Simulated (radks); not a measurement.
# Nuclear size and the levels of Tc²⁺

An exercise on one series of results from a longer session: the logs are not shown, and one member is left open.

The numbers are computed with radks (a radial shooting solver on a logarithmic mesh, Libxc functionals) version 1 (Dirac Kohn-Sham, relativistic LDA (MacDonald-Vosko exchange, VWN5 correlation), spin-unpolarised, spherical densities, finite nucleus; open shells are shared between the two j in proportion to 2j + 1), except any that are marked as measured or tabulated.

## Starting point

| Property | Result |
| --- | --- |
| element | technetium (Z = 43) |
| charge | +2 |
| electrons | 41 |
| configuration | [Kr] 4d5 |
| nuclear rms radius | 4.4112 fm |

The outer shells:

Tc²⁺
```
[Kr] core
4d [↑ ][↑ ][↑ ][↑ ][↑ ]
```

The first run:

The run's settings:

```text
Z 43
configuration [Kr] 4d5 5s0 5p0
relativity Dirac
functional lda_x_rel,vwn5
spin unpolarised
j_filling average
nucleus finite rms 4.4112 fm
c 137.035999084
```

Among the steps run: rms radius 4.4112 fm.

One table of the session follows, with a row left open; its other results are not shown here.

It belongs to the step «rms radius 4.4112 fm». Sizes of the orbitals, from the radial functions (bohr):

| level | <r> | outermost maximum (interpolated) | 90 % within | nodes |
| --- | --- | --- | --- | --- |
| 4s1/2 | 1.058 | 0.949 | 1.54 | 3 |
| 4p1/2 | ? | ? | ? | ? |
| 4p3/2 | 1.181 | 1.03 | 1.75 | 2 |
| 4d3/2 | 1.611 | 1.26 | 2.54 | 1 |
| 4d5/2 | 1.627 | 1.27 | 2.57 | 1 |
| 5s1/2 | 2.804 | 2.50 | 4.05 | 4 |
| 5p1/2 | 3.302 | 2.92 | 4.80 | 3 |
| 5p3/2 | 3.372 | 2.99 | 4.90 | 3 |

**Question.** Estimate the row for 4p1/2.

**Answer.** <r>: 1.151; outermost maximum (interpolated): 1.01; 90 % within: 1.71; nodes: 2. In the column «<r>» it lies between 4s1/2 (1.058) and 4p3/2 (1.181).
